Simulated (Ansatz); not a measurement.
Below is the output of a Python script on Ansatz 0.2.0 through its Python package that makes a band structure of SiB6, space group Pm-3m. Write a script that gives it. Settings: PBE, PAW, cutoff 380 eV, 7×7×7 k-points, Gaussian smearing of 0.05 eV.

Contents of `sib6.vasp`:
```text
SiB6
1.0
   4.13000000    0.00000000    0.00000000
   0.00000000    4.13000000    0.00000000
   0.00000000    0.00000000    4.13000000
Si B
1 6
Direct
   0.00000000    0.00000000    0.00000000
   0.21000000    0.50000000    0.50000000
   0.50000000    0.21000000    0.50000000
   0.79000000    0.50000000    0.50000000
   0.50000000    0.79000000    0.50000000
   0.50000000    0.50000000    0.21000000
   0.50000000    0.50000000    0.79000000
```

```console
$ python bands_sib6.py
DeckWarning: basis.ecutwfc = 380 eV is below the records' recommended 420 eV, and the density's cutoff is lower with it unless basis.ecutrho_ratio is high enough to keep the records' density cutoff: compare with a run at a higher cutoff
converged          True
n_iterations       6
n_electrons        22.0
n_kpoints          20
n_pw               1213
n_symmetry_ops     48
free_energy_ev     -1567.7506711949459
fermi_energy_ev    7.090481186095054
channel 0 - levels within 4 eV of the Fermi level
  G    -3.370  -0.430  -0.430  -0.430   1.249   1.249   1.249   3.434   3.434   3.434
  X    -3.204  -3.204  -1.522  -0.236   1.185   1.904   2.485   2.485
  M    -2.479  -2.479  -1.995  -1.304  -1.304   0.202   0.202   0.456
  G    -3.370  -0.430  -0.430  -0.430   1.249   1.249   1.249   3.434   3.434   3.434
```
(Warnings from the package without file and line.)

One script that gives this output:

The script, `bands_sib6.py`:
```python
"""Band structure of SiB6."""

import sys

import ansatz as az
from ase.io import read
import numpy as np


def main() -> None:
    atoms = read("sib6.vasp", format="vasp")
    cell = az.Crystal.from_ase(atoms)

    # high-symmetry points in fractions of the reciprocal vectors
    path = [
        ("G", (0.0, 0.0, 0.0)),
        ("X", (0.0, 0.5, 0.0)),
        ("M", (0.5, 0.5, 0.0)),
        ("G", (0.0, 0.0, 0.0)),
    ]
    job = (
        cell.calculation()
        .kpoints(mesh=(7, 7, 7), center="gamma")
        .scf(max_iterations=100)
        .functional("PBE")
        .occupations("gaussian", width=0.05)
        .basis(380)
        .band_structure([point for _, point in path], intervals=8)
    )
    try:
        outcome = job.run()
    except az.NonConvergedError as error:
        sys.exit(f"no convergence: {error}")
    except az.RefusalError as error:
        sys.exit(f"input refused: {error}")
    report = outcome.report

    for key in ("converged", "n_iterations", "n_electrons", "n_kpoints", "n_pw", "n_symmetry_ops", "free_energy_ev", "fermi_energy_ev"):
        print(f"{key:18s} {report[key]}")

    bands = outcome.band_structure()
    fermi = bands.fermi_energy_ev
    for spin, channel in enumerate(bands.channels):
        print("channel", spin, "- levels within 4 eV of the Fermi level")
        for i, (label, _) in enumerate(path):
            levels = channel.eigenvalues_ev[i * 8] - fermi
            print(f"  {label:3s}", " ".join(f"{e:7.3f}" for e in levels if abs(e) < 4))


if __name__ == "__main__":
    main()
```

These settings explore the input space; cutoff and mesh may be short of convergence. The cutoff lies under the one recommended for these potentials. Only differences from the Fermi energy are physical; the zero of the scale is a convention. An opening on this mesh may only mean that it misses a point where bands touch. The starting cell is as deposited in a crystallographic database; the results hold for this polymorph, which needn't be the stable one. Gaps and levels are Kohn-Sham values on a finite set of k-points.

(Lines on the test bed's own set-up are left out of the output.)
